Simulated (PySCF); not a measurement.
# H6Ir2 (Ir2(H)2(H)4): the cost of one run

Program: PySCF 2.14.0. Level of theory: PBE, Ir def2-SVP with ECP60, H def2-SVP; scalar-relativistic core potentials, no spin–orbit coupling. These are calculated values, not measurements.

3 further runs of the same task are left out: 2 for a known fault of the program, 1 that didn't finish.

## (1) Where the work starts

8 atoms, charge 0, spin multiplicity 3.

Bond lengths: Ir1–Ir2 2.444 Å, Ir1–H3 1.544 Å, Ir1–H5 1.597 Å, Ir1–H6 1.597 Å, Ir2–H4 1.544 Å, Ir2–H7 1.597 Å, Ir2–H8 1.597 Å. Angles: Ir2–Ir1–H3 98.7°, Ir2–Ir1–H5 114.7°, Ir2–Ir1–H6 114.7°, H3–Ir1–H5 70.4°, H3–Ir1–H6 70.4°, H5–Ir1–H6 119.9°, Ir1–Ir2–H4 98.7°, Ir1–Ir2–H7 114.7°, Ir1–Ir2–H8 114.7°, H4–Ir2–H7 70.4°, H4–Ir2–H8 70.4°, H7–Ir2–H8 119.9°.

As a file:

```xyz
8
H6Ir2
Ir    0.0546    0.0000    1.2207
Ir   -0.0546    0.0000   -1.2207
H     1.5899    0.0000    1.3861
H    -1.5899    0.0000   -1.3861
H     0.5236    1.3824    1.8685
H     0.5236   -1.3824    1.8685
H    -0.5236    1.3824   -1.8685
H    -0.5236   -1.3824   -1.8685
```

Formal oxidation states: Ir +3. An earlier session relaxed this geometry at PBE, Ir def2-SVP with ECP60, H def2-SVP (triplet, point group C2h).

Its energy there is -212.307394 Eh.

## (2) Multiplicity 1 at the relaxed geometry

Contents of run.py (the lines that set the calculation):

```python
mol = gto.M(atom='''
Ir     0.05458     0.00000     1.22072
Ir    -0.05458     0.00000    -1.22072
H      1.58989     0.00000     1.38613
H     -1.58989     0.00000    -1.38613
H      0.52357     1.38244     1.86854
H      0.52357    -1.38244     1.86854
H     -0.52357     1.38244    -1.86854
H     -0.52357    -1.38244    -1.86854''',
    basis={'Ir': 'def2-SVP', 'H': 'def2-SVP'},
    ecp={'Ir': 'def2-SVP'},
    charge=0, spin=0)
mf = dft.RKS(mol, xc='PBE')
mf.grids.atom_grid = (50, 194)
mf = mf.density_fit()  # fitting sets: Ir def2-universal-JKFIT, H def2-universal-JKFIT
mf.conv_tol = 1e-08; mf.max_cycle = 55
mf.kernel(dm0)  # dm0: free metal ions and neutral atoms
```

Command:

```
OMP_NUM_THREADS=2 python run.py
```

**Question.** How long does this run take on 2 threads of Arm Neoverse V1, shared host?

About 29 s.
